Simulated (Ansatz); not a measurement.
Write a Python script for the Ansatz DFT code, driven from Python that makes a projected density of states of MnNF3, space group Pm-3m. Settings: PBE, PAW, cutoff 510 eV, 6×6×6 k-points, Fermi-Dirac smearing of 0.1 eV, collinear spin.

```cif
data_structure
_symmetry_space_group_name_H-M 'P 1'
_symmetry_Int_Tables_number 1
_cell_length_a 3.9831
_cell_length_b 3.9831
_cell_length_c 3.9831
_cell_angle_alpha 90.000
_cell_angle_beta 90.000
_cell_angle_gamma 90.000
_cell_volume 63.19
loop_
_atom_site_label
_atom_site_type_symbol
_atom_site_fract_x
_atom_site_fract_y
_atom_site_fract_z
_atom_site_occupancy
Mn1 Mn 0.50000 0.50000 0.50000 1
N1 N 0.00000 0.00000 0.00000 1
F1 F 0.50000 0.50000 0.00000 1
F2 F 0.50000 0.00000 0.50000 1
F3 F 0.00000 0.50000 0.50000 1
```

`pdos_mnnf3.py`
```python
'''Which atoms and shells make the states of MnNF3.'''

from dataclasses import dataclass

import ansatz as az
import numpy as np


@dataclass
class RunConfig:
    xc: str = 'pbe'
    cutoff_ev: int = 510
    filling: str = 'fermi_dirac'
    extra_bands: int = 16


settings = RunConfig()


def main() -> None:
    xtal = (
        az.Lattice.of((3.98307, 0.0, 0.0), (0.0, 3.98307, 0.0), (0.0, 0.0, 3.98307))
        .atom('Mn', (0.5, 0.5, 0.5))
        .atom('N', (0.0, 0.0, 0.0))
        .atom('F', (0.5, 0.5, 0.0))
        .atom('F', (0.5, 0.0, 0.5))
        .atom('F', (0.0, 0.5, 0.5))
        .moments(Mn=4)
    )

    setup = xtal.calculation()
    setup = setup.functional(settings.xc).basis(settings.cutoff_ev)
    setup = setup.kpoints(6).occupations(settings.filling)
    setup = setup.spin('collinear')
    setup = setup.hubbard('Mn', 'd', u_eff=3.5)
    setup = setup.scf(extra_bands=settings.extra_bands)
    setup = setup.density_of_states(projected=True, method='smearing', broadening_width=0.15, energy_step=0.1)
    result = setup.run(threads=1)
    r = result.report

    dos = result.density_of_states()
    energy = np.asarray(dos.energies_ev) - dos.fermi_ev
    curves = {}
    for site in result.projected_density_of_states().sites:
        for shell in site.shells:
            weight = sum(np.sum(curve.g_bin_mean_per_ev, axis=0) for curve in shell.curves)
            name = f'{site.species} {shell.label}'
            curves[name] = curves.get(name, 0) + weight

    print('E-EF   ' + ' '.join(f'{name:>8s}' for name in curves))
    for e in np.arange(-8, 4 + 0.1, 0.5):
        print(f'{e:5.1f}  ' + ' '.join(f'{np.interp(e, energy, g):8.3f}' for g in curves.values()))


if __name__ == '__main__':
    main()
```

```console
$ python pdos_mnnf3.py
E-EF      Mn 3S    Mn 4S    Mn 3P    Mn 3D     N 2S     N 2P     F 2S     F 2P
 -8.0     0.000    0.012    0.000    0.017    1.114    0.000    0.004    0.049
 -7.5     0.000    0.000    0.000    0.000    0.000    0.000    0.000    0.000
 -7.0     0.000    0.000    0.000    0.000    0.000    0.000    0.000    0.000
 -6.5     0.000    0.025    0.000    0.168    0.000    0.000    0.000    0.271
 -6.0     0.000    0.119    0.003    0.976    0.001    0.002    0.016    1.933
 -5.5     0.000    0.083    0.001    0.324    0.006    0.009    0.007    1.162
 -5.0     0.000    0.051    0.011    2.046    0.076    0.028    0.022    3.285
 -4.5     0.000    0.005    0.022    1.579    0.010    0.053    0.004    4.579
 -4.0     0.000    0.000    0.004    0.962    0.003    0.127    0.001    1.503
 -3.5     0.000    0.002    0.000    0.130    0.010    0.216    0.004    1.957
 -3.0     0.000    0.006    0.001    0.118    0.013    0.322    0.010    3.470
 -2.5     0.000    0.005    0.001    0.316    0.019    0.166    0.016    7.365
 -2.0     0.000    0.002    0.000    0.785    0.004    0.046    0.015    6.046
 -1.5     0.000    0.008    0.000    1.181    0.007    0.021    0.032    1.742
 -1.0     0.000    0.002    0.000    0.212    0.000    0.142    0.013    0.127
 -0.5     0.000    0.010    0.001    0.349    0.001    3.502    0.025    0.650
  0.0     0.000    0.008    0.000    0.330    0.000    0.440    0.016    0.327
  0.5     0.000    0.004    0.000    0.176    0.000    0.001    0.007    0.153
  1.0     0.000    0.001    0.000    0.308    0.000    0.000    0.005    0.315
  1.5     0.000    0.000    0.000    0.120    0.000    0.000    0.000    0.135
  2.0     0.000    0.000    0.000    0.000    0.000    0.000    0.000    0.000
  2.5     0.000    0.000    0.000    0.000    0.000    0.001    0.000    0.000
  3.0     0.000    0.037    0.000    0.003    0.001    1.128    0.015    0.037
  3.5     0.000    0.010    0.000    0.117    0.001    4.978    0.008    0.190
  4.0     0.000    0.005    0.000    4.015    0.000    0.071    0.042    0.158
```

Caveats:
- The magnetic order follows from the starting moments and needn't be the lowest.
- For a metal this k-point mesh is coarse: on a finer one energies can move by several to tens of meV an atom and pressures by half a GPa or more, differences at one mesh by less.
- With one magnetic atom the cell can hold only ferromagnetic order.
- This cell is a computed structure, which may not be the phase found in nature.
- Curves are summed over the cell's atoms. Only shells that the potentials hold have channels, so projections don't add up to the total, least of all where a shell is missing (p of most metals); heights and places of peaks move with the mesh.
- The density of states is complete only as far up as bands were computed.
- Finished in 12 s on 1 thread of Arm Neoverse V1, with other jobs on the host, peak memory 0.47 GiB.

(Lines on the test bed's own set-up are left out of the output.)
